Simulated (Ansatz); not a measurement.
BaSO₄, space group F-43m: a comparison of functionals at one structure, run with Ansatz 0.2.0 through its Python package.

The script reads `baso4.vasp`:
```text
BaSO4
1.0
   0.00000000    3.69878000    3.69878000
   3.69878000    0.00000000    3.69878000
   3.69878000    3.69878000    0.00000000
Ba S O
1 1 4
Direct
   0.50000000    0.50000000    0.50000000
   0.00000000    0.00000000    0.00000000
   0.11638800    0.11638800    0.11638800
   0.65083600    0.11638800    0.11638800
   0.11638800    0.65083600    0.11638800
   0.11638800    0.11638800    0.65083600
```

Script `xc_baso4.py`:
```python
"""Functional comparison for BaSO4 (totals differ with the potentials too)."""

import csv

import ansatz as az
from ase.io import read

KMESH = (4, 4, 4)


def main() -> None:
    atoms = read("baso4.vasp", format="vasp")
    system = az.Crystal.from_ase(atoms)

    calc = system.calculation()
    calc = calc.occupations(az.OccupationsMethod.FIXED)
    calc = calc.kpoints(mesh=KMESH)
    calc = calc.pseudopotentials("paw").basis(21 * az.Ha)
    calc = calc.forces()
    calc = calc.stress()

    rows = []
    for value in ["pbesol", "lda", "blyp"]:
        rep = calc.functional(value).run(threads=1).report
        rows.append((value, rep["free_energy_ev"] / len(rep["lattice"]["sites"]), rep["n_iterations"], sum(rep["stress_gpa"][i][i] for i in range(3)) / 3, max(abs(f) for row in rep["forces_ev_ang"] for f in row), rep["n_kpoints"]))

    with open("xc.csv", "w", newline="") as handle:
        writer = csv.writer(handle)
        writer.writerow(["functional", "F/atom (eV)", "iterations", "P (GPa)", "max component (eV/A)", "k-points"])
        writer.writerows([round(v, 5) if isinstance(v, float) else v for v in row] for row in rows)
    print(open("xc.csv").read())


if __name__ == "__main__":
    main()
```

Which functional puts this cell under the lowest pressure, and which under the highest?

From lowest to highest: LDA (-5.9 GPa), PBEsol (-2.5 GPa) and BLYP (2.5 GPa). At a fixed cell a lower pressure usually means a smaller equilibrium volume, so LDA prefers the smallest cell and BLYP the largest. Gaps by band count in the reports: PBEsol 4.41 eV, LDA 4.15 eV and BLYP 4.51 eV (Kohn-Sham values on this mesh, as a rule under measured gaps).

The output:

Running `python xc_baso4.py` prints:
```text
functional,F/atom (eV),iterations,P (GPa),max component (eV/A),k-points
pbesol,-1498.97538,7,-2.49148,0.0058,8
lda,-1478.83673,7,-5.93478,0.21037,8
blyp,-1525.80061,7,2.50273,0.21641,8
```

Reading the output:
- Pressure is positive in compression.
- This cell is a computed structure, which may not be the phase found in nature.
- Total energies of different functionals can't be compared; pressures, moments and gaps at this one structure can.
- Timing: 9.9 s on 1 thread of Arm Neoverse V2, with other jobs on the host, peak memory 0.48 GiB.

(Lines on the test bed's own set-up are left out of the output.)
